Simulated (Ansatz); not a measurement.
# Li2O4: the cost of one run

Computed with Ansatz 0.2.0 (the levels named in each step, unless a step's input says otherwise).

## 1. The system as given

Bond lengths: Li1–O3 1.837 Å, Li2–O3 1.837 Å, Li1–O4 1.892 Å, Li2–O4 1.892 Å, O3–O4 1.341 Å, Li1–O5 1.892 Å, Li2–O5 1.892 Å, Li1–O6 1.837 Å, Li2–O6 1.837 Å, O5–O6 1.341 Å. Angles (14 of 24 angles, heavy atoms first): O3–Li2–O4 42.1°, O3–Li2–O5 83.1°, O3–Li2–O6 76.4°, O4–Li2–O5 60.4°, O4–Li2–O6 83.1°, O5–Li2–O6 42.1°, O3–Li1–O4 42.1°, O3–Li1–O5 83.1°, O3–Li1–O6 76.4°, O4–Li1–O5 60.4°, O4–Li1–O6 83.1°, O5–Li1–O6 42.1°, Li1–O3–Li2 96.8°, Li1–O3–O4 71.1°.

As a file:

```xyz
6

Li    1.0702   -0.3573    0.8051
Li   -1.1688    0.5451   -0.5080
O    -0.7517   -0.5788    0.8837
O    -0.2979   -1.1156   -0.2587
O     0.6781    0.3916   -0.8871
O     0.4142    1.2213    0.1332
```

## 2. A rough first relaxation, PBE-D4/def2-SVP

This run stands in another session on the same molecule. It ended at:

```xyz
6

Li    1.0942   -0.4257    0.6784
Li   -1.1146    0.4645   -0.6170
O    -0.7886   -0.5545    0.9636
O    -0.4197   -1.2503   -0.1437
O     0.7690    0.5852   -0.9089
O     0.4039    1.2871    0.1958
```

## 3. Relaxation, PBE0-D4/def2-TZVPP

The input, input.yaml:

```yaml
crystal:
  periodic: [false, false, false]
  atoms:
    - { symbol: Li, position_ang: [1.09422892, -0.42574584, 0.67840893] }
    - { symbol: Li, position_ang: [-1.11459151, 0.46452775, -0.61703907] }
    - { symbol: O, position_ang: [-0.78864161, -0.55447499, 0.96362637] }
    - { symbol: O, position_ang: [-0.41967615, -1.25026985, -0.14365497] }
    - { symbol: O, position_ang: [0.7689569, 0.58520108, -0.90894923] }
    - { symbol: O, position_ang: [0.40391345, 1.28705186, 0.19580796] }
basis:
  gaussian: { orbitals: def2-TZVPP }
hamiltonian:
  xc: pbe0
  dispersion: d4
relax:
  f_tol: 0.002
  max_steps: 150
```

Launch:

```sh
> ansatz run input.yaml --threads 4 --pin off --max-ram 10240MiB --backend cpu --events-out ev --progress --plain --runs-dir out
```

What time and memory should one allow on 4 threads of Intel Xeon Platinum 8488C (Sapphire Rapids), shared host?

About 8.1 s, with a peak of 0.34 GiB.
